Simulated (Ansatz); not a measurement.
# CH₆AlNSi: an energy map over bond length C1–N2 and bond length C1–H6, part 2 of 2

Aim: map the energy of CH6AlNSi, SMILES C[N]1[AlH][SiH2]1 over two coordinates, and find its wells, ridges and stiffness.

Ansatz 0.2.0; RKS PBE0-D4/def2-TZVP.

### Step 6. Grid point bond length C1–N2 = 1.431 Å, bond length C1–H6 = 1.086 Å

input.yaml

```yaml
crystal:
  periodic: [false, false, false]
  atoms:
    - { symbol: C, position_ang: [-0.156197, 1.40876, -0.203464] }
    - { symbol: "N", position_ang: [0.119978, 0.004874, -0.227849] }
    - { symbol: Al, position_ang: [0.801243, -1.403253, -1.065099] }
    - { symbol: Si, position_ang: [-0.241929, -1.242973, 0.971499] }
    - { symbol: H, position_ang: [0.202827, 1.897825, -1.1132] }
    - { symbol: H, position_ang: [0.3232, 1.893202, 0.642048] }
    - { symbol: H, position_ang: [-1.232096, 1.604316, -0.123245] }
    - { symbol: H, position_ang: [1.534163, -1.663745, -2.440346] }
    - { symbol: H, position_ang: [-1.696527, -1.446305, 1.253148] }
    - { symbol: H, position_ang: [0.412271, -1.049784, 2.302375] }
basis:
  gaussian: { orbitals: def2-TZVP }
hamiltonian:
  xc: pbe0
  dispersion: d4
output:
  forces: true
```

On the command line:

```sh
> ansatz run input.yaml --threads 1 --pin off --max-ram 2560MiB --backend cpu --events-out ev --progress --plain --runs-dir out
```

Log:

```text
Warning: RAYON_NUM_THREADS=1 ignored (pool sized by the plan → 1); use --threads N
Engine: ansatz 0.2.0, aarch64-unknown-linux-gnu
Functional definition: PBE0
  parameter a = 0.25
  parameter kappa = 0.804
  parameter beta = 0.06672455060314922
  exchange = (1 - a)*pbe_x(kappa = kappa, mu = beta*pi^2/3) + a*exact_x
  correlation = pbe_c(beta = beta)
1146 factors; their error is unknown
mean field evaluation 1: about -17080.2292 eV, gradient 6.9e1 eV
mean field evaluation 2: about -17029.0457 eV, gradient 1.4e2 eV
mean field evaluation 4: about -17090.6263 eV, gradient 9.6e0 eV
mean field evaluation 8: about -17090.8170 eV, gradient 1.3e-1 eV
mean field evaluation 16: about -17090.8607 eV, gradient 1.4e-4 eV
mean field -17090.86068900 eV, -628.0775457192 hartree, gradient 2.0e-5 eV, S^2 0.000000; 0 other end points of the search recorded, 0 dependent functions left out
the calculation of the forces begins
reference -17090.86072518 eV, -628.0775470489 hartree; 23, 23 occupied and 149, 149 virtual orbitals, 1146 factors
Total energy: -17091.04190334 eV, -628.0842052235 hartree
Atom 0 at    -0.156197     1.408760    -0.203464 Å, force    -0.192985     0.130139    -0.249748 eV/Å
Atom 1 at     0.119978     0.004874    -0.227849 Å, force     0.064433    -0.334032    -0.012477 eV/Å
Atom 2 at     0.801243    -1.403253    -1.065099 Å, force    -0.001786    -0.008092     0.006914 eV/Å
Atom 3 at    -0.241929    -1.242973     0.971499 Å, force     0.005794    -0.018435    -0.001762 eV/Å
Atom 4 at     0.202827     1.897825    -1.113200 Å, force    -0.009458     0.022734    -0.008246 eV/Å
Atom 5 at     0.323200     1.893202     0.642048 Å, force     0.149902     0.176972     0.273282 eV/Å
Atom 6 at    -1.232096     1.604316    -0.123245 Å, force    -0.014517     0.023401    -0.006981 eV/Å
Atom 7 at     1.534163    -1.663745    -2.440346 Å, force    -0.000155     0.001366    -0.000474 eV/Å
Atom 8 at    -1.696527    -1.446305     1.253148 Å, force    -0.000887     0.003270    -0.000648 eV/Å
Atom 9 at     0.412271    -1.049784     2.302375 Å, force    -0.000340     0.002678     0.000140 eV/Å
Dipole moment:     0.086181     0.110208    -0.212469 e Å
```

It took 7.8 s on 1 thread of Arm Neoverse V2, shared host; peak memory 0.36 GiB.

That is 0.0036 eV from the zero.

### Step 7. Energy over the grid

169 points were computed. Energies in eV, from the relaxed molecule at the same level:

| bond length C1–H6 (Å) ↓, bond length C1–N2 (Å) → | 1.210 | 1.266 | 1.321 | 1.376 | 1.431 | 1.487 | 1.542 | 1.597 | 1.652 | 1.708 | 1.763 | 1.818 | 1.873 |
| --- | --- | --- | --- | --- | --- | --- | --- | --- | --- | --- | --- | --- | --- |
| 1.645 | 2.95 | 2.38 | 2.06 | 1.91 | 1.90 | 1.99 | 2.15 | 2.35 | 2.58 | 2.84 | 3.10 | 3.37 | 3.63 |
| 1.583 | 2.73 | 2.14 | 1.81 | 1.65 | 1.64 | 1.72 | 1.86 | 2.06 | 2.29 | 2.55 | 2.81 | 3.07 | 3.34 |
| 1.520 | 2.50 | 1.90 | 1.55 | 1.39 | 1.36 | 1.43 | 1.58 | 1.77 | 1.99 | 2.24 | 2.50 | 2.77 | 3.03 |
| 1.458 | 2.28 | 1.66 | 1.30 | 1.13 | 1.09 | 1.16 | 1.29 | 1.48 | 1.70 | 1.95 | 2.21 | 2.47 | 2.73 |
| 1.396 | 2.06 | 1.43 | 1.06 | 0.87 | 0.83 | 0.89 | 1.02 | 1.20 | 1.42 | 1.66 | 1.92 | 2.18 | 2.43 |
| 1.334 | 1.86 | 1.21 | 0.83 | 0.63 | 0.58 | 0.63 | 0.76 | 0.94 | 1.15 | 1.39 | 1.64 | 1.90 | 2.16 |
| 1.272 | 1.67 | 1.01 | 0.62 | 0.41 | 0.35 | 0.40 | 0.52 | 0.69 | 0.91 | 1.14 | 1.39 | 1.65 | 1.90 |
| 1.210 | 1.52 | 0.85 | 0.44 | 0.23 | 0.17 | 0.21 | 0.32 | 0.49 | 0.70 | 0.94 | 1.19 | 1.44 | 1.69 |
| 1.148 | 1.43 | 0.74 | 0.33 | 0.11 | 0.04 | 0.07 | 0.19 | 0.35 | 0.56 | 0.79 | 1.04 | 1.29 | 1.55 |
| 1.086 | 1.43 | 0.73 | 0.31 | 0.08 | 0.00 | 0.03 | 0.14 | 0.31 | 0.51 | 0.74 | 0.99 | 1.24 | 1.49 |
| 1.023 | 1.55 | 0.85 | 0.42 | 0.19 | 0.10 | 0.13 | 0.23 | 0.40 | 0.60 | 0.83 | 1.07 | 1.32 | 1.58 |
| 0.961 | 1.86 | 1.15 | 0.71 | 0.48 | 0.39 | 0.41 | 0.51 | 0.68 | 0.88 | 1.11 | 1.35 | 1.60 | 1.85 |
| 0.899 | 2.44 | 1.72 | 1.28 | 1.03 | 0.94 | 0.96 | 1.06 | 1.22 | 1.42 | 1.65 | 1.90 | 2.15 | 2.40 |

On the same grid, largest force on an atom (eV/Å):

```tsv
bond length C1–H6 (Å) ↓, bond length C1–N2 (Å) →	1.210	1.266	1.321	1.376	1.431	1.487	1.542	1.597	1.652	1.708	1.763	1.818	1.873
1.645	12.2	7.8	4.8	4.1	4.3	4.4	4.5	4.6	4.6	4.7	4.7	4.8	4.8
1.583	12.6	8.1	5.2	4.2	4.4	4.5	4.6	4.7	4.7	4.8	4.8	4.8	4.9
1.520	12.9	8.4	5.5	4.3	4.4	4.5	4.6	4.7	4.7	4.8	4.8	4.9	4.9
1.458	13.1	8.7	5.7	4.2	4.3	4.4	4.5	4.6	4.6	4.7	4.7	4.8	4.8
1.396	13.4	8.9	5.9	4.0	4.1	4.2	4.3	4.4	4.5	4.5	4.6	4.6	4.6
1.334	13.6	9.0	6.0	4.1	3.9	4.0	4.1	4.1	4.2	4.2	4.3	4.3	4.3
1.272	13.9	9.0	5.9	3.9	3.4	3.5	3.6	3.6	3.7	4.0	4.1	4.0	3.9
1.210	14.2	8.9	5.6	3.4	2.6	2.7	2.8	3.2	3.7	4.0	4.1	4.0	3.9
1.148	14.4	9.1	5.3	2.7	1.4	1.5	2.4	3.2	3.7	3.9	4.0	4.0	3.9
1.086	14.7	9.3	5.4	2.5	0.4	1.3	2.4	3.1	3.6	3.9	4.0	4.0	3.9
1.023	14.9	9.5	5.6	3.0	2.9	3.2	3.8	4.2	4.4	4.5	4.5	4.4	4.2
0.961	15.1	9.7	6.7	6.6	6.5	6.6	7.1	7.4	7.6	7.7	7.7	7.6	7.5
0.899	15.2	11.8	11.7	11.7	11.6	11.6	12.0	12.3	12.5	12.6	12.6	12.5	12.5
```

### Step 8. Results

The summary covers parts 1 to 2.

| quantity | value |
| --- | --- |
| lowest point | bond length C1–N2 = 1.431 Å, bond length C1–H6 = 1.086 Å, 0.0036 eV |
| highest computed point | bond length C1–N2 = 1.873 Å, bond length C1–H6 = 1.645 Å, 3.63 eV above the lowest |
| largest force on an atom (eV/Å) | 0.4 at bond length C1–N2 = 1.431 Å, bond length C1–H6 = 1.086 Å to 15.2 at bond length C1–N2 = 1.210 Å, bond length C1–H6 = 0.899 Å; 0.4 at the lowest point |
| time for the whole task | 25 min on 1 thread, shared host |

**Reading.** The lowest computed point is at bond length C1–N2 = 1.431 Å, bond length C1–H6 = 1.086 Å, 0.0036 eV from the relaxed molecule at the same level. No other kind of well shows on this grid. The highest computed point, bond length C1–N2 = 1.873 Å, bond length C1–H6 = 1.645 Å, lies 3.63 eV above the lowest. Round the minimum the two coordinates are nearly uncoupled.
